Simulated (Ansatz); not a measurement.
# Mg7Te: the cost of one run

Program: Ansatz 0.2.0. Level of theory: DFT PBE, scalar-relativistic, plane waves, PAW, unless a step names another level. These are calculated values, not measurements.

12 further runs of the same task are left out: 1 that didn't finish, 11 set aside as unsound or not needed.

## (1) What the formula suggests

Pauling electronegativities: Mg 1.31, Te 2.10 (spread 0.79). No set of common oxidation states balances it. Tabulated atomic sizes suggest about 18 Å³/atom. 32 candidates were drawn, by swapping species into database cells of other compounds, at random by space group and Wyckoff sites, or by hand, as the table says:

| name | made from | space group no. | Wyckoff sites | atoms (primitive cell) | V (Å³/atom) |
| --- | --- | --- | --- | --- | --- |
| c01 | random | 191 | Mg 6j, 1b; Te 1a | 8 | 21.7 |
| c02 | database cell of Mg7Al | 187 | Mg 3j, 3k, 1f; Te 1a | 8 | 24.5 |
| c03 | random | 191 | Mg 6m, 1a; Te 1b | 8 | 19.4 |
| c04 | random | 139 | Mg 4d, 8i, 2a; Te 2b | 8 | 22.5 |
| c05 | database cell of CuPt7 | 225 | Mg 4b, 24d; Te 4a | 8 | 18.1 |
| c06 | random | 191 | Mg 3f, 3g, 1b; Te 1a | 8 | 19.9 |
| c07 | database cell of Mg7Sn | 187 | Mg 3j, 3k, 1d; Te 1a | 8 | 23.4 |
| c08 | random | 216 | Mg 24g, 4b; Te 4d | 8 | 21.0 |
| c09 | random | 221 | Mg 3c, 3d, 1b; Te 1a | 8 | 20.6 |
| c10 | random | 191 | Mg 6k, 1a; Te 1b | 8 | 20.5 |
| c11 | random | 225 | Mg 4b, 24e; Te 4a | 8 | 18.5 |
| c12 | database cell of Mg7Zn | 187 | Mg 3k, 3j, 1e; Te 1b | 8 | 24.2 |
| c13 | random | 191 | Mg 6m, 1b; Te 1a | 8 | 19.5 |
| c14 | database cell of Fe7Co | 229 | Mg 6b, 8c; Te 2a | 8 | 19.7 |
| c15 | built by hand: segregated eight-layer hcp stack | 187 | Mg 2h, 1b, 2g, 2h; Te 1a | 8 | 18.3 |
| c16 | random | 166 | Mg 9d, 9e, 3a; Te 3b | 8 | 23.5 |
| c17 | built by hand: 2x2x1 ordered hcp A7B | 187 | Mg 3j, 3k, 1f; Te 1a | 8 | 18.3 |
| c18 | database cell of Mg7Cu | 187 | Mg 3j, 3k, 1b; Te 1e | 8 | 24.3 |
| c19 | random | 160 | Mg 3a, 18c; Te 3a | 8 | 18.6 |
| c20 | random | 123 | Mg 2e, 4n, 1b; Te 1d | 8 | 18.7 |
| c21 | database cell of Si7Ge | 215 | Mg 4e, 3c; Te 1a | 8 | 24.9 |
| c22 | built by hand: Ca7Ge-type ordered fcc | 225 | Mg 24d, 4b; Te 4a | 8 | 18.3 |
| c23 | database cell of LiMg7 | 187 | Mg 3k, 3j, 1c; Te 1f | 8 | 25.6 |
| c24 | random | 216 | Mg 24g, 4a; Te 4c | 8 | 21.1 |
| c25 | random | 123 | Mg 4i, 2h, 1a; Te 1c | 8 | 19.1 |
| c26 | random | 160 | Mg 9b, 9b, 3a; Te 3a | 8 | 21.2 |
| c27 | built by hand: 2x2x1 ordered dhcp A7B | 194 | Mg 6g, 6h, 2d; Te 2a | 16 | 18.3 |
| c28 | random | 225 | Mg 24d, 4a; Te 4b | 8 | 19.9 |
| c29 | random | 191 | Mg 6k, 1b; Te 1a | 8 | 23.7 |
| c30 | random | 225 | Mg 24e, 4a; Te 4b | 8 | 19.6 |
| c31 | random | 166 | Mg 18f, 3b; Te 3a | 8 | 23.7 |
| c32 | built by hand: 2x2x2 ordered bcc A7B | 229 | Mg 8c, 6b; Te 2a | 8 | 18.3 |

## (2) Screening run of c04

The input, input.yaml:

```yaml
crystal:
  lattice:
    - [-3.13272136, 3.13272136, 4.58811417]
    - [3.13272136, -3.13272136, 4.58811417]
    - [3.13272136, 3.13272136, -4.58811417]
  atoms:
    - { symbol: Mg, position: [0.75, 0.25, 0.5] }
    - { symbol: Mg, position: [0.25, 0.75, 0.5] }
    - { symbol: Mg, position: [0.0, 0.66910277, 0.66910277] }
    - { symbol: Mg, position: [0.0, 0.33089723, 0.33089723] }
    - { symbol: Mg, position: [0.33089723, 0.0, 0.33089723] }
    - { symbol: Mg, position: [0.66910277, 0.0, 0.66910277] }
    - { symbol: Mg, position: [0.0, 0.0, 0.0] }
    - { symbol: Te, position: [0.5, 0.5, 0.0] }
basis:
  ecutwfc: 420
kpoints:
  mp_grid: { grid: [4, 4, 4] }
hamiltonian:
  xc: pbe
scf:
  occupations: { method: gaussian, width: 0.2 }
  lower_state_search: "off"
output:
  forces: true
  stress: true
  eigenvalues: true
relax:
  adjacent_minimum: "off"
  f_tol: 0.08
  max_steps: 16
  cell: { stress_tol: 0.8 }
```

The run is started by

```
$ ansatz run input.yaml --threads 1 --pin off --max-ram 2560MiB --backend cpu --events-out ev --progress --plain --runs-dir out
```

Q: Estimate wall time and peak memory on 1 thread of Intel Xeon 6975P-C (Granite Rapids), shared host.

About 49 s, with a peak of 0.67 GiB.
